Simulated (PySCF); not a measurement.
# [La(BH4)2]+: other functionals and bases at one geometry

Aim: see how levels, charges and forces of [La(BH4)2]+ depend on the level of theory. The structure is generated, not taken from experiment.

Computed with PySCF 2.14.0. Level: several levels, as the steps say, no spin–orbit coupling.

1 further run of the same task is left out (for a known fault of the program).

## 1. Where the work starts

11 atoms, charge 1, spin multiplicity 1.

Bond lengths: La1–B2 2.502 Å, La1–H4 2.259 Å, La1–H5 2.358 Å, La1–H6 2.264 Å, La1–B7 2.502 Å, La1–H9 2.259 Å, La1–H10 2.358 Å, La1–H11 2.264 Å, B2–H3 1.199 Å, B2–H4 1.269 Å, B2–H5 1.256 Å, B2–H6 1.271 Å, B7–H8 1.199 Å, B7–H9 1.269 Å, B7–H10 1.256 Å, B7–H11 1.271 Å. Angles: B2–La1–H4 30.4°, B2–La1–H5 29.8°, B2–La1–H6 30.4°, B2–La1–B7 109.3°, B2–La1–H9 86.5°, B2–La1–H10 137.6°, B2–La1–H11 100.0°, H4–La1–H5 51.6°, H4–La1–H6 52.0°, H4–La1–B7 86.5°, H4–La1–H9 74.1°, H4–La1–H10 116.2°, H4–La1–H11 70.5°, H5–La1–H6 51.3°, H5–La1–B7 137.6°, H5–La1–H9 116.2°, H5–La1–H10 167.1°, H5–La1–H11 119.5° and more.

Coordinates:

```xyz
11

La    0.0000    0.0000   -0.5243
B     2.0411    0.0020    0.9231
H     2.9604    0.0238    1.6929
H     1.1120   -0.7853    1.2785
H     2.3217   -0.3155   -0.2588
H     1.4366    1.1158    0.8242
B    -2.0411   -0.0020    0.9232
H    -2.9604   -0.0238    1.6928
H    -1.1120    0.7853    1.2786
H    -2.3216    0.3156   -0.2588
H    -1.4366   -1.1158    0.8242
```

Formal oxidation states: La +3. The 4f shell is empty and lies in the core potential. An earlier session relaxed this geometry at PBE0, La lcecp-1-SVP with ECP46, B def2-SVP, H def2-SVP (singlet, point group C2).

At PBE0 on the finer grid: E = -85.744112 Eh, HOMO -13.68 eV, LUMO -7.46 eV, Mulliken charge on La1 +1.15 e, largest force component 0.011 eV/Å. The large-core potential holds the 4f shell empty.

Levels to run: B3LYP; PBE; PBE0, TZVP. Hardware: 2 threads of Arm Neoverse V1, shared host.

## 2. B3LYP

Input file run.py (the lines that set the calculation):

```python
mol = gto.M(atom='''
La    -0.00002    -0.00002    -0.52431
B      2.04107     0.00204     0.92311
H      2.96037     0.02385     1.69286
H      1.11200    -0.78532     1.27850
H      2.32169    -0.31555    -0.25884
H      1.43660     1.11575     0.82417
B     -2.04106    -0.00203     0.92315
H     -2.96042    -0.02381     1.69285
H     -1.11200     0.78531     1.27859
H     -2.32159     0.31556    -0.25882
H     -1.43664    -1.11578     0.82423''',
    basis={'La': 'lcecp-1-SVP', 'B': 'def2-SVP', 'H': 'def2-SVP'},
    ecp={'La': 'lcecp-1-SVP'},
    charge=1, spin=0)
mf = dft.RKS(mol, xc='B3LYP')
mf.grids.atom_grid = (75, 302)  # f atoms: unpruned, at least (60, 302)
mf = mf.density_fit()  # fitting sets: La AutoAux, B def2-universal-JKFIT, H def2-universal-JKFIT
mf.conv_tol = 1e-08; mf.max_cycle = 55
mf.kernel(dm0)  # dm0: the density of the relaxed state
```

Launch:

```bash
$ OMP_NUM_THREADS=2 python run.py
```

## 3. PBE

Changes to run.py (the lines that set the calculation) since step 2:

```diff
@@ -15,3 +15,3 @@
     charge=1, spin=0)
-mf = dft.RKS(mol, xc='B3LYP')
+mf = dft.RKS(mol, xc='PBE')
 mf.grids.atom_grid = (75, 302)  # f atoms: unpruned, at least (60, 302)
```

## 4. PBE0, TZVP

Basis: La lcecp-1-TZVP with ECP46, B def2-TZVP, H def2-TZVP. 

Changes to run.py (the lines that set the calculation) since step 3:

```diff
@@ -12,6 +12,6 @@
 H     -1.43664    -1.11578     0.82423''',
-    basis={'La': 'lcecp-1-SVP', 'B': 'def2-SVP', 'H': 'def2-SVP'},
-    ecp={'La': 'lcecp-1-SVP'},
+    basis={'La': 'lcecp-1-TZVP', 'B': 'def2-TZVP', 'H': 'def2-TZVP'},
+    ecp={'La': 'lcecp-1-TZVP'},
     charge=1, spin=0)
-mf = dft.RKS(mol, xc='PBE')
+mf = dft.RKS(mol, xc='PBE0')
 mf.grids.atom_grid = (75, 302)  # f atoms: unpruned, at least (60, 302)
@@ -19,2 +19,2 @@
 mf.conv_tol = 1e-08; mf.max_cycle = 55
-mf.kernel(dm0)  # dm0: the density of the relaxed state
+mf.kernel(dm0)  # dm0: free metal ions and neutral atoms
```

Q: Predict the outcome of this session. Wanted: for each run, HOMO; gap; charge on La1; dipole; largest force.

**Answer**, as computed:

| level | state | HOMO (eV) | gap (eV) | charge on La1 (e) | dipole (D) | largest force (eV/Å) | basis functions | time |
| --- | --- | --- | --- | --- | --- | --- | --- | --- |
| PBE0 (relaxed here) | singlet | -13.68 | 6.22 | 1.15 | 5.14 | 0.01 | 101 | 17 s |
| B3LYP | singlet | -13.43 | 5.66 | 1.08 | 5.16 | 0.37 | 101 | 5.9 s |
| PBE | singlet | -12.31 | 4.07 | 0.95 | 4.71 | 0.27 | 101 | 6.6 s |
| PBE0, TZVP | singlet | -13.68 | 6.28 | 1.45 | 5.13 | 0.24 | 157 | 13 s |

Times are on 2 threads of Arm Neoverse V1, shared host; the first row also made further properties. The dipole of a charged species depends on the origin, so these sizes hold for this origin alone.

In one basis the HOMO–LUMO gap runs from 4.07 eV (PBE) to 6.22 eV (PBE0). The largest leftover force, 0.37 eV/Å with B3LYP, stands at a geometry relaxed at another level. The Mulliken charge on La spans +0.95 to +1.45 e over the levels. With 4f in the core, its levels are missing from HOMO and gap. Total energies of different levels can't be compared. Spin–orbit coupling is left out throughout.
